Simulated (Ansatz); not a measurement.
# TaN: the cost of one run

Program: Ansatz 0.2.0. Level of theory: DFT LDA+U (U = 2 eV, J = 0.9 eV on Ta d), plane waves, PAW, no spin–orbit coupling unless a run says so. These are calculated values, not measurements.

### Step 1. The starting structure

Symmetry: P-6m2, No. 187, hexagonal system. Conventional cell: a = 2.938 Å, b = 2.938 Å, c = 2.883 Å, α = 90.00°, β = 90.00°, γ = 120.00°. Ta (site symmetry -6m2) is surrounded by 6 N at 2.23 Å. N (site symmetry -6m2) has 6 Ta at 2.23 Å as nearest neighbours.

Structure file:

```
Ta N
1.0
     2.93800    0.00000    0.00000
    -1.46900    2.54438    0.00000
     0.00000    0.00000    2.88300
Ta N
1 1
Direct
  0.33333 0.66667 0.50000
  0.00000 0.00000 0.00000
```

An earlier series on this cell reached its lowest free state from «ferromagnetic start, free, symmetry kept, no search», perhaps among other starts (it ended without moments).

### Step 2. Total moment locked, 0.50 μB per cell

input.yaml reads:

```yaml
crystal:
  lattice:
    - [2.93800111, 0.0, 0.0]
    - [-1.46900055, 2.5443836, 0.0]
    - [0.0, 0.0, 2.88300221]
  atoms:
    - { symbol: Ta, position: [0.3333333333, 0.6666666667, 0.5], spin: 0.5 }
    - { symbol: "N", position: [0.0, 0.0, 0.0] }
basis:
  ecutwfc: 420
  ecutrho_ratio: 4
kpoints:
  mp_grid: { grid: [7, 7, 7] }
hamiltonian:
  xc: lda
  hubbard: { sites: [{ site: 0, l: d, u: 2.0, j: 0.9 }] }
scf:
  occupations: { method: gaussian, width: 0.05 }
  lower_state_search: "off"
  max_iter: 150
output:
  forces: true
  stress: true
  eigenvalues: true
  populations: true
  hubbard: { sites: [{ site: 0, l: d }] }
magnetization:
  spin_polarized: true
  initial_magnetization: 0.5
  spin_locking: { lock_magnetization: hard }
```

The lock stays on to the end, so the result is a constrained state.

The run is started by

```console
$ ansatz run input.yaml --threads 2 --pin off --max-ram 3072MiB --backend cpu --events-out ev --progress --plain --runs-dir out
```

**Question.** How long does this run take on 2 threads of Arm Neoverse V1, shared host, and how much memory does it need?

About 2.5 s, with a peak of 0.29 GiB.
